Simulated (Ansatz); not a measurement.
# HfH₂ (quintet): B2PLYP, PBE-QIDH, RPA-PBE over a scan of the scale of all distances, def2-SVP

How well do these functionals follow the top wave-function level for HfH₂ (quintet) over a scan of the scale of all distances?

Method: def2-SVP, all electrons in the functionals, frozen cores in the correlation of double hybrids and RPA; program: Ansatz 0.2.0, Gaussian basis.

To be run: B2PLYP, PBE-QIDH, RPA-PBE, at 0.873; 1.000; 1.108; 1.291; 1.523; 1.740; 1.994; 2.362.

11 further runs of the same task are left out: 2 for a known fault of the program, 9 that didn't finish.

### 1 What is computed

The geometry derives from a PBE0/def2-TZVP stationary point (not a proven minimum). All distances are scaled together. No spin-orbit coupling is included. Elements past krypton take def2 core potentials.

3 atoms, charge 0, spin multiplicity 5.

Atoms are counted from 1 here; the program's logs count them from 0.

Bond lengths: Hf1–H2 1.961 Å, Hf1–H3 1.961 Å. Angles: H2–Hf1–H3 180.0°.

No dispersion term is added.

The geometry shown and the zero of energy belong to the point 1.000. The yardstick, FCI, and other wave-function levels (R restricted, U unrestricted, valence and pair active spaces) come from earlier runs.

### 2 B2PLYP, 0.873

Input file in.yaml:

```yaml
crystal:
  periodic: [false, false, false]
  atoms:
    - {symbol: Hf, position_ang: [0.000000, 0.000000, 0.000000]}
    - {symbol: H, position_ang: [0.000000, 0.000000, -1.712040]}
    - {symbol: H, position_ang: [0.000000, 0.000000, 1.712040]}
basis:
  gaussian: {orbitals: def2-SVP}
magnetization: {spin_polarized: true, initial_magnetization: 4}
hamiltonian: {xc: {name: B2PLYP}}
correlation: {electrons: outside_noble_gas}
```

Launch:

```console
> ansatz run in.yaml --threads 1 --pin off --events-out ev --progress --plain --max-ram 2393MiB
```

Further steps of the session: B2PLYP, 1.000; B2PLYP, 1.108; B2PLYP, 1.291; B2PLYP, 1.523; B2PLYP, 1.740; B2PLYP, 1.994; B2PLYP, 2.362; PBE-QIDH, 0.873; PBE-QIDH, 1.000; PBE-QIDH, 1.108; PBE-QIDH, 1.291; PBE-QIDH, 1.523; PBE-QIDH, 1.740; PBE-QIDH, 1.994; PBE-QIDH, 2.362; RPA-PBE, 0.873; RPA-PBE, 1.000; RPA-PBE, 1.108; RPA-PBE, 1.291; RPA-PBE, 1.523; RPA-PBE, 1.740; RPA-PBE, 1.994; RPA-PBE, 2.362.

Before running them: what should the planned runs give, taken together? Wanted: span of the FCI curve; largest miss, B2PLYP; largest miss, PBE-QIDH; largest miss, RPA-PBE.

The runs gave:

| quantity | value |
| --- | --- |
| span of the FCI curve | 1.840 eV |
| largest miss, B2PLYP | +0.211 eV (2.362) |
| largest miss, PBE-QIDH | +0.169 eV (2.362) |
| largest miss, RPA-PBE | +0.392 eV (1.740) |

In words: Of the functionals, PBE-QIDH keep the smallest largest miss at the points compared (at most 0.169 eV) and RPA-PBE strays most (0.392 eV, at 1.740). Functionals and the yardstick converge differently with the basis, so part of each miss in def2-SVP is the basis.
